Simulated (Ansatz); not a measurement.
# BaTiO3 (P4mm): equation of state

The task here is to estimate one member of a computed series from the others.

The COD entry's cell or inner coordinates are ideal or old and differ from later refinements, so a difference from it is no clean test against experiment.

Program: Ansatz 0.2.0. Level of theory: DFT r²SCAN, scalar-relativistic, plane waves, PAW. These are calculated values, not measurements.

## The system as given

The structure is tetragonal, space group P4mm (No. 99). Conventional cell: a = 3.972 Å, b = 3.972 Å, c = 4.112 Å, α = 90.00°, β = 90.00°, γ = 90.00°. Around Ba (site symmetry 4mm) lie 12 O at 2.79 to 2.92 Å. Ti (site symmetry 4mm) is surrounded by 5 O at 1.82 to 1.99 Å. Around O (site symmetry 4mm) lie 1 Ti at 1.82 Å. O (site symmetry 2mm) is surrounded by 2 Ti at 1.99 Å and 4 Ba at 2.79 to 2.92 Å.

Structure file:

```cif
data_structure
_symmetry_space_group_name_H-M 'P4mm'
_symmetry_Int_Tables_number 99
_cell_length_a 3.9723
_cell_length_b 3.9723
_cell_length_c 4.1123
_cell_angle_alpha 90.000
_cell_angle_beta 90.000
_cell_angle_gamma 90.000
_cell_volume 64.89
loop_
_atom_site_label
_atom_site_type_symbol
_atom_site_symmetry_multiplicity
_atom_site_Wyckoff_symbol
_atom_site_fract_x
_atom_site_fract_y
_atom_site_fract_z
_atom_site_occupancy
Ba1 Ba 1 a 0.00000 0.00000 0.99565 1
Ti1 Ti 1 b 0.50000 0.50000 0.47760 1
O1 O 1 b 0.50000 0.50000 0.03453 1
O2 O 2 c 0.50000 0.00000 0.51761 1
```

This cell comes from an earlier session at r²SCAN: 12.978 Å³/atom at -0.01 GPa, on a 6×6×6 mesh.

Volume factors to run: 0.980, 1.020, 0.960, 1.040.

Set-up of the first run:

input.yaml reads:

```yaml
crystal:
  lattice:
    - [3.9456573964, 0.0, 0.0]
    - [0.0, 3.9456573964, 0.0]
    - [0.0, 0.0, 4.0847454515]
  atoms:
    - { symbol: Ba, position: [0.0, 0.0, -0.0043506823] }
    - { symbol: Ti, position: [0.5, 0.5, 0.4775951345] }
    - { symbol: O, position: [0.5, 0.5, 0.0345307524] }
    - { symbol: O, position: [0.5, 0.0, 0.5176123978] }
    - { symbol: O, position: [0.0, 0.5, 0.5176123978] }
basis:
  ecutwfc: 500
  ecutrho_ratio: 4
kpoints:
  mp_grid: { grid: [6, 6, 6] }
hamiltonian:
  xc: r2scan
scf:
  occupations: { method: gaussian, width: 0.05 }
output:
  forces: true
  stress: true
  eigenvalues: true
relax:
  f_tol: 0.01
  max_steps: 40
  cell: { stress_tol: 0.1, fix: [volume] }
```

The run is started by

```
> ansatz run input.yaml --threads 4 --pin off --max-ram 10240MiB --backend cpu --events-out ev --progress --plain --runs-dir out
```

Among the steps run: Volume × 0.980; Volume × 1.020; Volume × 0.960; Volume × 1.040.

One table of the session follows, with a row left open; its other results are not shown here.

It belongs to the step «Energy and pressure against volume». 

```
volume (Å³/atom)  energy (meV/atom)  pressure (GPa)  gap (eV)
          12.459               8.55            5.63      2.27
          12.718                  ?               ?         ?
          12.978               0.00           -0.01      2.23
          13.238               1.70           -2.05      2.21
          13.497               6.36           -3.65      2.20
```

Q: Estimate the row for volume (Å³/atom) = 12.718 from the others.

Worked estimate for «energy (meV/atom)». A straight line through the neighbours (12.459, 8.55) and (12.978, 0.00) gives 8.55 + (0.00 − 8.55) × (12.718 − 12.459) / (12.978 − 12.459) = 4.28; a parabola fitted to 3 rows on both sides gives 2.29.

**Answer.** energy (meV/atom): 2.01; pressure (GPa): 2.55; gap (eV): 2.25. In «energy (meV/atom)» the line misses by +2.27 and the parabola by +0.28.
